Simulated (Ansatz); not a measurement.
# CHGeP (triplet): from Hartree-Fock to the top rungs, cc-pVDZ

An exercise on one series of results from a longer session: the logs are not shown, and one member is left open.

Computed with Ansatz 0.2.0, Gaussian basis. Level: cc-pVDZ, core rule «outside noble gas», up to 20 orbitals frozen.

The runs, in order: UHF; CCSD(T) on ROHF; CCSD(T) on UHF; BCCD(T) on ROHF; CISD; CCSDT(Q) on ROHF; CCSDT(Q) on UHF; CASSCF and NEVPT2, 10 electrons in 10 orbitals.

28 further runs of the same task are left out: 4 for a mislabelled method, 8 that didn't finish, 16 set aside as unsound or not needed.

**The geometry**

The geometry is a PBE0/def2-TZVP stationary point (not a proven minimum). No spin-orbit coupling is included. The filled d shell of Ge may be among the frozen orbitals whatever the setting's name suggests; the logs give the count.

4 atoms, charge 0, spin multiplicity 3.

Atoms are counted from 1 here; the program's logs count them from 0.

Bond lengths: C1–P2 1.655 Å, P2–Ge3 2.229 Å, Ge3–H4 1.554 Å. Angles: C1–P2–Ge3 111.8°, P2–Ge3–H4 113.9°.

Geometry (Å):

```xyz
4
charge 0, multiplicity 3
C     0.00000   -0.78421    2.27566
P     0.00000    0.51876    1.25464
Ge    0.00000   -0.10654   -0.88506
H     0.00000    1.08137   -1.88768
```

Set-up of the first run:

File in.yaml:

```yaml
crystal:
  periodic: [false, false, false]
  atoms:
    - {symbol: C, position_ang: [0.000000, -0.784213, 2.275657]}
    - {symbol: P, position_ang: [0.000000, 0.518760, 1.254642]}
    - {symbol: Ge, position_ang: [0.000000, -0.106539, -0.885057]}
    - {symbol: H, position_ang: [0.000000, 1.081369, -1.887679]}
basis:
  gaussian: {orbitals: cc-pVDZ}
magnetization: {spin_polarized: true, initial_magnetization: 2}
hamiltonian: {xc: hf}
output: {orbitals: {seedname: orbitals}}
```

Run with:

```bash
$ ansatz run in.yaml --threads 1 --pin off --events-out ev --progress --plain --max-ram 2393MiB
```

Among the steps run: UHF; CCSD(T) on ROHF; CCSD(T) on UHF; BCCD(T) on ROHF; CISD; CCSDT(Q) on ROHF; CCSDT(Q) on UHF; CASSCF and NEVPT2, 10 electrons in 10 orbitals.

One table of the session follows, with a row left open; its other results are not shown here.

| method | from RCCSDT(Q) (meV) |
| --- | --- |
| ROHF | ? |
| UHF | +8967.2 |
| RMP2 | +1667.7 |
| UMP2 | +2198.8 |
| CISD | +1737.8 |
| RCCSD | +622.0 |
| UCCSD | +591.4 |
| RCCSD(T) | +104.7 |
| UCCSD(T) | +124.3 |
| BCCD(T) | +95.6 |
| RCCSDT | +48.1 |
| UCCSDT | +33.8 |
| RCCSDT(Q) | 0 |
| UCCSDT(Q) | -26.2 |
| CASSCF frontier | +6427.1 |
| NEVPT2 frontier | +1493.8 |

**Question.** Estimate the row for ROHF.

The run gave: from RCCSDT(Q) (meV): +9519.9. In the column «from RCCSDT(Q) (meV)» it is the highest.

With the free atoms at the same levels and basis (separate runs), the atomisation energy is 7.611 eV at RCCSDT(Q), 7.533 eV at RCCSD(T), 7.503 eV at UCCSD(T), 4.113 eV at ROHF.

Caveats from the session: The determinant is far from a pure spin state, so its energy mixes those of several spin states (harmless only where they are near-degenerate, as at dissociation). Warnings: spin contamination; large T1 diagnostic. Restricted and unrestricted rows rest on different reference determinants; where their highest levels disagree by more than a few hundredths of an eV, they describe different states and don't form one ladder.
